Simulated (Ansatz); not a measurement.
**ZnH2O: ionisation energy by level of theory**

One table from this session's results is given with a row withheld; the runs are named, their logs left out.

Program: Ansatz 0.2.0, Gaussian basis. Level of theory: unrestricted cation, the program's frozen cores in correlated methods. These are calculated values, not measurements.

Plan: UKS PBE-D4/def2-TZVPP; UKS r2SCAN-D4/def2-TZVPP; UKS PBE0-D4/def2-TZVPP; UKS B3LYP-D4/def2-TZVPP; UKS wB97X-V/def2-TZVPP; UKS wB97M-V/def2-TZVPP; UKS B2PLYP/def2-TZVPP; UHF-CCSD(T)/def2-TZVPP; UHF-MP2/def2-QZVPP; extrapolation to the limit; then −ε(HOMO) from the neutral's earlier runs with LDA (SPW92), PBE-D4, revPBE-D4, BLYP-D4, r2SCAN-D4, B97M-V, PBE0-D4, B3LYP-D4, r2SCANh-D4, r2SCAN0-D4, HSE06-D4, BHLYP-D4, CAM-B3LYP-D4, LC-ωPBE, ωB97X-V, ωB97M-V.

### The geometry

An earlier PBE0-D4 in a triple-zeta def2 set relaxation fixed the geometry.

4 atoms, charge 0, spin multiplicity 1.

Atoms are counted from 1 here; the program's logs count them from 0.

Bond lengths: O1–Zn2 1.774 Å, O1–H3 0.958 Å, Zn2–H4 1.514 Å. Angles: Zn2–O1–H3 117.8°, O1–Zn2–H4 176.0°.

Set-up of the first run:

in.yaml reads:

```yaml
crystal:
  periodic: [false, false, false]
  atoms:
    - {symbol: O, position_ang: [0.383213, -0.976342, 0.546050]}
    - {symbol: Zn, position_ang: [0.072798, 0.593334, -0.221073]}
    - {symbol: H, position_ang: [-0.305206, -1.640356, 0.498610]}
    - {symbol: H, position_ang: [-0.095305, 1.963163, -0.843887]}
basis:
  gaussian: {orbitals: def2-TZVPP}
total_charge: 1
magnetization: {spin_polarized: true, initial_magnetization: 1}
hamiltonian: {xc: pbe, dispersion: d4}
```

Steps of the session up to this table: Cation, UKS PBE-D4/def2-TZVPP; Cation, UKS r2SCAN-D4/def2-TZVPP; Cation, UKS PBE0-D4/def2-TZVPP; Cation, UKS B3LYP-D4/def2-TZVPP; Cation, UKS wB97X-V/def2-TZVPP; Cation, UKS wB97M-V/def2-TZVPP; Cation, UKS B2PLYP (frozen core)/def2-TZVPP; Cation, UHF-CCSD(T)/def2-TZVPP; Cation, UHF-MP2/def2-QZVPP.

One table of the session follows, with a row left open; its other results are not shown here.

It belongs to the step «Ionisation energies side by side». Orbital estimates, from the neutral's runs:

```
  functional  −ε(HOMO) (eV)
 LDA (SPW92)           6.83
      PBE-D4           6.61
   revPBE-D4           6.53
     BLYP-D4           6.53
   r2SCAN-D4           6.92
      B97M-V           6.98
     PBE0-D4           8.20
    B3LYP-D4           7.96
  r2SCANh-D4           7.52
  r2SCAN0-D4           8.44
    HSE06-D4           7.79
    BHLYP-D4           9.78
CAM-B3LYP-D4           9.74
     LC-ωPBE              ?
     ωB97X-V          10.76
     ωB97M-V          10.70
```

**Question.** Estimate the row for LC-ωPBE.

As computed: −ε(HOMO) (eV): 11.14. In the column «−ε(HOMO) (eV)» it is the highest.
